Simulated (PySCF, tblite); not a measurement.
**C₈H₁₅P: geometry, infrared bands and NMR shifts**

Wanted: the infrared bands and NMR shifts of C₈H₁₅P (`C=P1(C(C)C)CC=CC1`), by calculation.

The runs use tblite 0.8.0 and PySCF 2.14.0, with density-fitted response routines of our own; the level of theory stands in each step. All values are computed, except where a source is named. Atoms count from 0, in the outputs and in this text.

## 1. The starting structure

24 atoms, charge 0, multiplicity 1; geometry from: force field or distance geometry start.

Bonds of the start (Å): C0–P1 1.61, P1–C2 1.80, C2–C3 1.50, C2–C4 1.51, P1–C5 1.81, C5–C6 1.47, C6–C7 1.29, C7–C8 1.46, C8–P1 1.83, C0–H9 1.07, C0–H10 1.09, C2–H11 1.10, C3–H12 1.12, C3–H13 1.11, C3–H14 1.12, C4–H15 1.12, C4–H16 1.13, C4–H17 1.10, C5–H18 1.11, C5–H19 1.11, C6–H20 1.12, C7–H21 1.13, C8–H22 1.13, C8–H23 1.11.

## 2. Geometry optimisation with GFN2-xTB

What the job is given:

```
{"job": {"kind": "relax", "xc": "GFN2-xTB", "basis": "xTB"}, "charge": 0, "multiplicity": 1}
C      0.088100    -1.828700     0.978500
P     -0.211800    -0.388500     0.314900
C      1.293800     0.588900     0.412500
C      2.468700    -0.315000     0.157600
C      1.369700     1.701300    -0.600800
C     -0.951800    -0.472800    -1.331400
C     -2.375500    -0.452400    -0.977100
C     -2.711600    -0.003500     0.185700
C     -1.645700     0.456800     1.078700
H     -0.251700    -2.760100     0.574700
H      0.650600    -1.851700     1.914700
H      1.358800     1.046000     1.408000
H      2.739500    -0.778400     1.137300
H      3.322700     0.202400    -0.321000
H      2.083300    -1.118300    -0.524700
H      0.739500     2.585400    -0.339600
H      2.431100     2.077600    -0.603100
H      1.166400     1.368600    -1.628400
H     -0.710500     0.451200    -1.899600
H     -0.639100    -1.386600    -1.869100
H     -3.136800    -0.824900    -1.709200
H     -3.788400     0.035400     0.516500
H     -1.544200     1.580200     1.008500
H     -1.757000     0.107100     2.124000
```

The run is started by

```
$ OMP_NUM_THREADS=1 python probes_run.py task.json out
```

One launch serves the whole session: the jobs run in the order shown.

**Question.** This job is followed by: GFN2-xTB harmonic vibrations, gas phase; GIAO PBE0/pcSseg-1 NMR shielding, non-relativistic, gas phase. What will the session give for the following? strongest single infrared mode (GFN2-xTB); zero-point energy (GFN2-xTB); ¹³C shifts against TMS (PBE0/pcSseg-1, means over atoms taken as alike); ¹H shifts against TMS (PBE0/pcSseg-1, means over atoms taken as alike); ³¹P shifts against H3PO4 (PBE0/pcSseg-1).

As calculated:

| quantity | value |
| --- | --- |
| strongest single infrared mode (GFN2-xTB) | 3014 cm⁻¹, 85 km/mol |
| zero-point energy (GFN2-xTB) | 127.7 kcal/mol |
| ¹³C shifts against TMS (PBE0/pcSseg-1, means over atoms taken as alike) | 137.3, 36.2, 30.7, 20.4, -2.9 ppm |
| ¹H shifts against TMS (PBE0/pcSseg-1, means over atoms taken as alike) | 6.04, 2.34, 2.28, 1.88, 1.17, -0.14 ppm |
| ³¹P shifts against H3PO4 (PBE0/pcSseg-1) | 39.1 ppm |

Relaxing lowered the energy by 1.184 eV in 212 steps; the close pair that moved most is C0–P1, from 1.614 to 1.700 Å. No mode is imaginary among the 66: a minimum at this level. The strongest single mode, at 3014 cm⁻¹, moves mainly H13. GFN2-xTB is a fitted tight-binding method: band positions and strengths are rough. Its intensities can rank the bands wrongly. C6, C7 (mean) (alkene CH) lies farthest downfield among carbon, at 137.3 ppm; as expected for a trigonal carbon in a double bond. The most deshielded hydrogen is H20, H21 (mean) (hydrogen on an alkene CH), at 6.04 ppm: attached to an sp2 carbon and in the plane of the double bond.
